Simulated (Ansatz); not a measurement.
# CH4Ge (singlet): the correlation ladder, cc-pVDZ

The task here is to estimate one member of a computed series from the others.

Program: Ansatz 0.2.0, Gaussian basis. Level of theory: cc-pVDZ, core rule «outside noble gas», up to 15 orbitals frozen. These are calculated values, not measurements.

Plan: UHF; CCSD(T) on RHF; CCSD(T) on UHF; BCCD(T) on RHF; CISD; CCSDT(Q) on RHF; CCSDT(Q) on UHF; CASSCF and MRCISD+Q, 8 electrons in 8 orbitals; CASSCF and NEVPT2, 8 electrons in 8 orbitals.

17 further runs of the same task are left out: 3 that didn't finish, 14 set aside as unsound or not needed.

### The system

The geometry is a PBE0/def2-TZVP stationary point (not a proven minimum) of the parent state, kept for this charge and spin. No spin-orbit coupling is included. The filled d shell of Ge may be among the frozen orbitals whatever the setting's name suggests; the logs give the count.

6 atoms, charge 0, spin multiplicity 1.

Atoms are counted from 1 here; the program's logs count them from 0.

Bond lengths: Ge1–C2 1.925 Å, Ge1–H3 1.548 Å, Ge1–H4 1.548 Å, C2–H5 1.084 Å, C2–H6 1.087 Å. Angles: C2–Ge1–H3 111.4°, C2–Ge1–H4 111.4°, H3–Ge1–H4 108.7°, Ge1–C2–H5 122.3°, Ge1–C2–H6 121.7°, H5–C2–H6 115.9°.

Set-up of the first run:

in.yaml reads:

```yaml
crystal:
  periodic: [false, false, false]
  atoms:
    - {symbol: Ge, position_ang: [0.030694, 0.000000, 0.303527]}
    - {symbol: C, position_ang: [-0.061588, 0.000000, -1.618867]}
    - {symbol: H, position_ang: [-0.645657, 1.257889, 0.901692]}
    - {symbol: H, position_ang: [-0.645656, -1.257890, 0.901692]}
    - {symbol: H, position_ang: [0.825261, 0.000000, -2.241892]}
    - {symbol: H, position_ang: [-1.012086, 0.000000, -2.145491]}
basis:
  gaussian: {orbitals: cc-pVDZ}
magnetization: {spin_polarized: true, initial_magnetization: 0}
hamiltonian: {xc: hf}
output: {orbitals: {seedname: orbitals}}
```

Launch:

```console
$ ansatz run in.yaml --threads 1 --pin off --events-out ev --progress --plain --max-ram 2393MiB
```

Steps of the session up to this table: UHF; CCSD(T) on RHF; CCSD(T) on UHF; BCCD(T) on RHF; CISD; CCSDT(Q) on RHF; CCSDT(Q) on UHF; CASSCF and MRCISD+Q, 8 electrons in 8 orbitals; CASSCF and NEVPT2, 8 electrons in 8 orbitals.

One table of the session follows, with a row left open; its other results are not shown here.

It belongs to the step «Misses and costs». 

| method | from RCCSDT(Q) (kJ/mol) |
| --- | --- |
| RHF | ? |
| UHF | +638.5 |
| RMP2 | +235.8 |
| UMP2 | +118.2 |
| CISD | +213.9 |
| RCCSD | +95.0 |
| UCCSD | +17.7 |
| RCCSD(T) | +13.0 |
| UCCSD(T) | +3.1 |
| BCCD(T) | +11.9 |
| RCCSDT | +8.6 |
| UCCSDT | 0.0 |
| RCCSDT(Q) | 0 |
| UCCSDT(Q) | -1.0 |
| CASSCF frontier | +501.8 |
| MRCISD frontier | +44.9 |
| MRCISD+Q frontier | +6.0 |

**Question.** Estimate the row for RHF.

As computed: from RCCSDT(Q) (kJ/mol): +915.2. In the column «from RCCSDT(Q) (kJ/mol)» it is the highest.

Not comparable, so not listed: CASSCF and NEVPT2, 8 electrons in 8 orbitals (they don't share determinant, frozen orbitals or solution with the rows shown, or repeat one).

Limits of these values: The determinant is far from a pure spin state, so its energy mixes those of several spin states (harmless only where they are near-degenerate, as at dissociation). The report flags that the cluster equations may have other roots. The program flags RCCSD(T), BCCD(T), RCCSDT(Q), UCCSDT(Q) as in doubt, so the zero of the table is itself unsure. Warnings: restricted reference is unstable; spin contamination; large T1 diagnostic. Restricted and unrestricted rows rest on different reference determinants; where their highest levels disagree by more than a few hundredths of an eV, they describe different states and don't form one ladder. Warnings in the runs' records: passed over end.
